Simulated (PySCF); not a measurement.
# C₃H₆O₂Si: electronic excitations and core binding energies

Wanted: the electronic excitations and core binding energies of C₃H₆O₂Si (`C=C1C[Si@@H](O)O1`), by calculation.

Computed with PySCF 2.14.0, with density-fitted response routines of our own, on a single molecule in the gas phase. Atoms count from 0, in the outputs and in this text.

## (1) The molecule as given

12 atoms, charge 0, multiplicity 1; geometry from: GFN2-xTB.

Bonds of the start (Å): C0–C1 1.32, C1–C2 1.51, C2–Si3 1.91, Si3–O4 1.62, Si3–O5 1.68, O5–C1 1.39, C0–H6 1.07, C0–H7 1.07, C2–H8 1.09, C2–H9 1.09, Si3–H10 1.45, O4–H11 0.96.

## (2) TDDFT and polarisability: CAM-B3LYP/def2-SVPD

The job: settings as JSON, then the geometry in Å.

```
{"job": {"kind": "uv", "xc": "CAM-B3LYP", "basis": "def2-SVPD", "nstates": 8, "ntriplets": 3}, "charge": 0, "multiplicity": 1}
C      1.964152     0.938200     0.133060
C      0.786194     0.369035    -0.008659
C      0.209328    -0.923833     0.502140
Si    -1.296817    -0.404163    -0.556641
O     -2.745274    -0.033800     0.058794
O     -0.268185     0.905827    -0.737515
H      2.193663     1.881798    -0.327477
H      2.729771     0.465187     0.720040
H      0.783902    -1.798414     0.211261
H      0.096787    -0.933930     1.584509
H     -1.594615    -1.114986    -1.779202
H     -2.857706     0.648393     0.717793
```

With the program's defaults for keys left out, this is: TDDFT CAM-B3LYP/def2-SVPD, vertical, gas phase, core orbitals frozen in the response.

Started as:

```bash
OMP_NUM_THREADS=1 python probes_run.py task.json out
```

The driver reads the jobs from task.json and runs them one after another.

Output:

```text
coarse grid: 10776 points
cycle   1  E = -557.2773606903  dE =  1.063e+00  |g| = 8.953e-01  |ddm| = 5.480e+00
cycle   2  E = -557.1917505295  dE =  8.561e-02  |g| = 1.157e+00  |ddm| = 2.573e+00
cycle   3  E = -557.4326251430  dE = -2.409e-01  |g| = 9.252e-02  |ddm| = 1.437e+00
cycle   4  E = -557.4342627693  dE = -1.638e-03  |g| = 3.775e-02  |ddm| = 1.863e-01
cycle   5  E = -557.4345804859  dE = -3.177e-04  |g| = 1.342e-02  |ddm| = 7.216e-02
cycle   6  E = -557.4346145401  dE = -3.405e-05  |g| = 3.567e-03  |ddm| = 1.744e-02
cycle   7  E = -557.4346174540  dE = -2.914e-06  |g| = 5.607e-04  |ddm| = 5.533e-03
final grid: 100200 points
cycle   8  E = -557.5311474913  dE = -2.493e-05  |g| = 2.632e-03  |ddm| = 6.950e-02
cycle   9  E = -557.5311476653  dE = -1.740e-07  |g| = 2.695e-03  |ddm| = 9.561e-03
cycle  10  E = -557.5311492489  dE = -1.584e-06  |g| = 4.536e-04  |ddm| = 4.250e-03
cycle  11  E = -557.5311492847  dE = -3.575e-08  |g| = 1.511e-04  |ddm| = 6.809e-04
cycle  12  E = -557.5311492895  dE = -4.844e-09  |g| = 4.282e-05  |ddm| = 2.724e-04
cycle  13  E = -557.5311492899  dE = -3.945e-10  |g| = 1.233e-05  |ddm| = 6.294e-05
converged SCF energy = -557.5311492899

Static polarisability (au): isotropic 64.923, principal 52.443 56.938 85.388

Singlet excitations
state   eV       nm        f      main configurations
  1   6.3366    195.7   0.01022   H->L 0.60, H->L+2 0.28
  2   6.6526    186.4   0.04250   H->L+1 0.69, H->L 0.17
  3   6.8573    180.8   0.08438   H->L+2 0.39, H->L+3 0.37, H->L 0.14
  4   6.9215    179.1   0.21166   H->L+3 0.54, H->L+2 0.21, H->L+1 0.11
  5   7.5610    164.0   0.00237   H->L+5 0.53, H->L+4 0.36
  6   7.6582    161.9   0.02958   H-1->L 0.85
  7   7.8648    157.6   0.04040   H->L+4 0.36, H->L+5 0.36, H->L+6 0.10
  8   7.9043    156.9   0.04961   H-1->L+1 0.85

Triplet excitations (Tamm-Dancoff, eV): 4.3555 6.2101 6.5224
```

Run time: 29 s. Hardware: 1 thread of Arm Neoverse V1, shared host; peak memory 0.75 GiB.

Frontier orbitals and where they lie:

| orbital | eV | atoms |
| --- | --- | --- |
| HOMO−3 | -11.77 | O5 35 %, O4 25 %, C2 12 % |
| HOMO−2 | -10.86 | O5 42 %, C2 17 %, C1 15 % |
| HOMO−1 | -9.91 | C2 34 %, Si3 18 %, O4 13 % |
| HOMO | -8.10 | C0 38 %, C1 27 %, O5 19 % |
| LUMO | 0.74 | O4 30 %, Si3 30 %, H11 17 % |
| LUMO+1 | 1.44 | Si3 29 %, O4 17 %, H10 16 % |
| LUMO+2 | 1.60 | C0 17 %, C2 14 %, Si3 11 % |

With each of the 8 states as a Gaussian band of 0.4 eV half-width at 1/e, the curve within the window shown has maxima at 180 nm (ε 13,000), 158 nm (ε 4,700) L/(mol cm). Beyond the last state computed it falls off for lack of states. The curve at chosen wavelengths:

```
 nm  ε (L/mol/cm)
151          2134
154          3610
156          4347
159          4669
161          4416
164          3922
167          4201
169          5157
172          7667
174          9672
177         12212
180         13233
182         12872
185         11063
187          9369
190          6717
193          4438
195          3249
198          1958
200          1370
203           787
206           444
208           300
211           163
213           107
216            55
```

Ground-state properties from the same run:

| property | computed |
| --- | --- |
| dipole moment (D) | 1.74 |
| polarisability (Å³) | 9.62 |
| HOMO–LUMO gap (eV) | 8.84 |
| −ε(HOMO) (eV) | 8.10 |

## (3) Core holes by ΔSCF: SCAN, X2C

Same as in step 2 but for these lines:

```diff
@@ -1,2 +1,2 @@
-{"job": {"kind": "uv", "xc": "CAM-B3LYP", "basis": "def2-SVPD", "nstates": 8, "ntriplets": 3}, "charge": 0, "multiplicity": 1}
+{"job": {"kind": "xps"}, "charge": 0, "multiplicity": 1}
 C      1.964152     0.938200     0.133060
```

Level: delta-SCF UKS SCAN, pcX-2 on the ionised atom, pcseg-1 elsewhere, spin-free X2C.

Output:

```text
ground state, core basis on atom 0 (C), 149 functions
  cycle   1  E = -558.26334506  |g| = 9.32e-01
  cycle   2  E = -557.95823515  |g| = 1.55e+00
  cycle   3  E = -558.42953461  |g| = 2.12e-01
  cycle   4  E = -558.43908462  |g| = 6.38e-02
  cycle   5  E = -558.43977827  |g| = 3.69e-02
  cycle   6  E = -558.44008406  |g| = 1.05e-02
  cycle   7  E = -558.44010968  |g| = 2.05e-03
  cycle   8  E = -558.44011273  |g| = 1.29e-03
  cycle   9  E = -558.44011279  |g| = 2.66e-04
  E(ground) = -558.48457296 Eh
hole in C 1s of atom 0
  cycle   1  E = -547.22214501  |g| = 1.51e+00
  cycle   2  E = -546.50176497  |g| = 1.84e+00
  cycle   3  E = -547.67770591  |g| = 5.40e-01
  cycle   4  E = -547.71892442  |g| = 4.49e-01
  cycle   5  E = -547.79636122  |g| = 7.84e-02
  cycle   6  E = -547.79844446  |g| = 3.25e-02
  cycle   7  E = -547.79890488  |g| = 8.43e-03
  cycle   8  E = -547.79892738  |g| = 5.72e-03
  cycle   9  E = -547.79894386  |g| = 1.65e-03
  cycle  10  E = -547.79894679  |g| = 9.34e-04
  cycle  11  E = -547.79894693  |g| = 4.02e-04
  E(ion) = -547.84309932 Eh   <S^2> = 0.7741   hole on atom = 1.000   binding energy = 289.569 eV
ground state, core basis on atom 1 (C), 149 functions
  cycle   1  E = -558.44405253  |g| = 6.22e-02
  cycle   2  E = -558.44360086  |g| = 4.91e-02
  cycle   3  E = -558.44375806  |g| = 4.39e-02
  cycle   4  E = -558.44424209  |g| = 9.36e-03
  cycle   5  E = -558.44426259  |g| = 1.75e-03
  cycle   6  E = -558.44426264  |g| = 4.79e-04
  E(ground) = -558.48865736 Eh
hole in C 1s of atom 1
  cycle   1  E = -547.13730510  |g| = 1.52e+00
  cycle   2  E = -545.75690984  |g| = 2.29e+00
  cycle   3  E = -547.58861479  |g| = 5.31e-01
  cycle   4  E = -547.62530818  |g| = 4.32e-01
  cycle   5  E = -547.70535109  |g| = 1.35e-01
  cycle   6  E = -547.71179982  |g| = 5.08e-02
  cycle   7  E = -547.71297314  |g| = 1.74e-02
  cycle   8  E = -547.71327801  |g| = 1.15e-02
  cycle   9  E = -547.71348064  |g| = 8.35e-03
  cycle  10  E = -547.71364113  |g| = 4.71e-03
  cycle  11  E = -547.71368702  |g| = 2.58e-03
  cycle  12  E = -547.71369443  |g| = 8.88e-04
  cycle  13  E = -547.71369525  |g| = 3.87e-04
  E(ion) = -547.75734448 Eh   <S^2> = 0.8543   hole on atom = 1.000   binding energy = 292.014 eV
ground state, core basis on atom 2 (C), 149 functions
  cycle   1  E = -558.44002297  |g| = 5.93e-02
  cycle   2  E = -558.43986845  |g| = 3.25e-02
  cycle   3  E = -558.43986159  |g| = 3.23e-02
  cycle   4  E = -558.44011614  |g| = 8.92e-03
  cycle   5  E = -558.44013789  |g| = 1.20e-03
  cycle   6  E = -558.44013865  |g| = 3.60e-04
  E(ground) = -558.48438226 Eh
hole in C 1s of atom 2
  cycle   1  E = -547.19505656  |g| = 1.51e+00
  cycle   2  E = -546.35820639  |g| = 1.92e+00
  cycle   3  E = -547.66951167  |g| = 4.69e-01
  cycle   4  E = -547.70880988  |g| = 3.53e-01
  cycle   5  E = -547.76661569  |g| = 8.05e-02
  cycle   6  E = -547.76835010  |g| = 5.11e-02
  cycle   7  E = -547.76938344  |g| = 1.08e-02
  cycle   8  E = -547.76943293  |g| = 5.10e-03
  cycle   9  E = -547.76945339  |g| = 1.49e-03
  cycle  10  E = -547.76945850  |g| = 1.28e-03
  cycle  11  E = -547.76946268  |g| = 1.00e-03
  cycle  12  E = -547.76946595  |g| = 7.88e-04
  cycle  13  E = -547.76947168  |g| = 5.94e-04
  cycle  14  E = -547.76947733  |g| = 2.94e-04
  E(ion) = -547.81230248 Eh   <S^2> = 0.7716   hole on atom = 1.000   binding energy = 290.402 eV
ground state, core basis on atom 3 (Si), 160 functions
  cycle   1  E = -558.54930875  |g| = 2.90e-01
  cycle   2  E = -558.54936071  |g| = 5.66e-02
  cycle   3  E = -558.54920640  |g| = 5.38e-02
  cycle   4  E = -558.54968810  |g| = 2.31e-02
  cycle   5  E = -558.54981044  |g| = 3.11e-03
  cycle   6  E = -558.54981295  |g| = 6.38e-04
  cycle   7  E = -558.54981308  |g| = 1.57e-04
  E(ground) = -558.55299202 Eh
hole in Si 1s of atom 3
  cycle   1  E = -489.58479301  |g| = 4.35e+00
  cycle   2  E = -488.44870897  |g| = 2.54e+00
  cycle   3  E = -486.96707571  |g| = 2.09e+00
  cycle   4  E = -490.51834648  |g| = 4.77e-01
  cycle   5  E = -490.55761682  |g| = 4.16e-01
  cycle   6  E = -490.62089720  |g| = 1.65e-01
  cycle   7  E = -490.63246383  |g| = 4.52e-02
  cycle   8  E = -490.63315648  |g| = 2.37e-02
  cycle   9  E = -490.63337282  |g| = 5.15e-03
  cycle  10  E = -490.63338477  |g| = 2.28e-03
  cycle  11  E = -490.63338863  |g| = 3.09e-04
  E(ion) = -490.64371729 Eh   <S^2> = 0.7521   hole on atom = 1.000   binding energy = 1847.905 eV
hole in Si 2p of atom 3
  cycle   1  E = -554.24653138  |g| = 1.24e+00
  cycle   2  E = -553.45158992  |g| = 1.53e+00
  cycle   3  E = -554.39113857  |g| = 5.35e-01
  cycle   4  E = -554.55815468  |g| = 1.12e-01
  cycle   5  E = -554.55853339  |g| = 1.08e-01
  cycle   6  E = -554.56388090  |g| = 3.65e-02
  cycle   7  E = -554.56455869  |g| = 1.19e-02
  cycle   8  E = -554.56460268  |g| = 6.54e-03
  cycle   9  E = -554.56462039  |g| = 8.51e-04
  cycle  10  E = -554.56461973  |g| = 3.84e-04
  E(ion) = -554.57814597 Eh   <S^2> = 0.7514   hole on atom = 1.003   binding energy = 108.161 eV
  2p3/2 = 107.909 eV   2p1/2 = 108.535 eV
ground state, core basis on atom 4 (O), 149 functions
  cycle   1  E = -558.47148553  |g| = 1.02e-01
  cycle   2  E = -558.47072097  |g| = 8.15e-02
  cycle   3  E = -558.47134801  |g| = 5.81e-02
  cycle   4  E = -558.47190952  |g| = 9.58e-03
  cycle   5  E = -558.47193189  |g| = 3.45e-03
  cycle   6  E = -558.47193614  |g| = 4.59e-04
  E(ground) = -558.51315387 Eh
hole in O 1s of atom 4
  cycle   1  E = -537.84786383  |g| = 2.22e+00
  cycle   2  E = -535.67189109  |g| = 2.58e+00
  cycle   3  E = -538.25626165  |g| = 8.54e-01
  cycle   4  E = -538.61755606  |g| = 2.85e-01
  cycle   5  E = -538.65485516  |g| = 8.91e-02
  cycle   6  E = -538.65824981  |g| = 3.03e-02
  cycle   7  E = -538.65852181  |g| = 1.70e-02
  cycle   8  E = -538.65864435  |g| = 3.37e-03
  cycle   9  E = -538.65865031  |g| = 1.06e-03
  cycle  10  E = -538.65865125  |g| = 5.99e-04
  cycle  11  E = -538.65865175  |g| = 3.13e-04
  E(ion) = -538.70083163 Eh   <S^2> = 0.7617   hole on atom = 1.000   binding energy = 539.121 eV
ground state, core basis on atom 5 (O), 149 functions
  cycle   1  E = -558.47071959  |g| = 1.32e-01
  cycle   2  E = -558.46525341  |g| = 1.94e-01
  cycle   3  E = -558.47198970  |g| = 4.84e-02
  cycle   4  E = -558.47226275  |g| = 3.08e-02
  cycle   5  E = -558.47247846  |g| = 2.47e-03
  cycle   6  E = -558.47247893  |g| = 6.99e-04
  cycle   7  E = -558.47247891  |g| = 1.93e-04
  E(ground) = -558.51361059 Eh
hole in O 1s of atom 5
  cycle   1  E = -537.86249199  |g| = 2.23e+00
  cycle   2  E = -537.07724245  |g| = 2.39e+00
  cycle   3  E = -538.50347667  |g| = 6.56e-01
  cycle   4  E = -538.54942352  |g| = 5.40e-01
  cycle   5  E = -538.69683226  |g| = 8.84e-02
  cycle   6  E = -538.69975352  |g| = 3.53e-02
  cycle   7  E = -538.70042829  |g| = 7.08e-03
  cycle   8  E = -538.70045085  |g| = 4.29e-03
  cycle   9  E = -538.70045988  |g| = 1.94e-03
  cycle  10  E = -538.70046562  |g| = 1.32e-03
  cycle  11  E = -538.70047083  |g| = 1.04e-03
  cycle  12  E = -538.70047782  |g| = 7.58e-04
  cycle  13  E = -538.70048472  |g| = 3.96e-04
  E(ion) = -538.74222498 Eh   <S^2> = 0.7659   hole on atom = 1.000   binding energy = 538.007 eV
```

Wall time 69 s (1 thread of Arm Neoverse V1, shared host); peak memory 0.59 GiB.

Binding energies by hole, beside the orbital energy of the ground state; the difference holds orbital relaxation and, for a density functional, its self-interaction error:

| hole | stands for | environment | ΔSCF (eV; 2p as the shell's mean) | −ε (eV) | ⟨S²⟩ |
| --- | --- | --- | --- | --- | --- |
| C1s on C0 | C0 | β carbon of an enol-ether or enamine type C=C | 289.57 | 272.9 | 0.774 |
| C1s on C1 | C1 | alkene carbon bearing oxygen | 292.01 (doubtful) | 275.3 | 0.854 |
| C1s on C2 | C2 | allylic sp3 CH2 bonded to Si | 290.40 | 273.6 | 0.772 |
| Si1s on Si3 | Si3 | silicon bonded to C, 2 O, H, in a 4-membered ring | 1847.91 | 1794.4 | 0.752 |
| Si2p on Si3 | Si3 | silicon bonded to C, 2 O, H, in a 4-membered ring | 108.12 | 97.1 | 0.751 |
| O1s on O4 | O4 | oxygen bonded to Si, H | 539.12 | 517.2 | 0.762 |
| O1s on O5 | O5 | oxygen bonded to C, Si, in a 4-membered ring | 538.01 | 516.8 | 0.766 |

Doubtful: the ion did not converge, its hole moved, or its ⟨S²⟩ is well above 0.75.

With the spin-orbit splitting: Si3 2p3/2 107.91, 2p1/2 108.54 eV. The table gives each 2p level as the mean over the whole 2p shell (two parts 2p3/2, one part 2p1/2), which differs a little from the single hole in the log.

## (4) Outcome

| quantity | value |
| --- | --- |
| lowest singlet (CAM-B3LYP/def2-SVPD) | 6.34 eV (196 nm), f = 0.010 |
| brightest single state of those computed | state 4, 6.92 eV, f = 0.212 |
| lowest triplet | 4.36 eV |
| C1s binding energies, SCAN/pcX-2 (standing for 2 of 3 atoms) | C2 290.40, C0 289.57 eV |
| O1s binding energies, SCAN/pcX-2 | O4 539.12, O5 538.01 eV |
| Si1s binding energies, SCAN/pcX-2 | Si3 1847.91 eV |
| Si2p binding energies, SCAN/pcX-2 | Si3 108.12 eV |

What this shows: The lowest singlet, at 6.34 eV, is HOMO→LUMO 0.60, HOMO→LUMO+2 0.28 and is weak; of the 8 states computed, the strongest absorption comes from state 4 at 6.92 eV. The lowest triplet lies 1.98 eV below the lowest singlet (triplets in Tamm-Dancoff, singlets in full TDDFT). C2 (allylic sp3 CH2 bonded to Si) binds its C1s electron 0.83 eV more tightly than C0 (β carbon of an enol-ether or enamine type C=C). Only 2 of the 3 C atoms are covered by sound results. O4 (oxygen bonded to Si, H) binds its O1s electron 1.11 eV more tightly than O5 (oxygen bonded to C, Si, in a 4-membered ring).
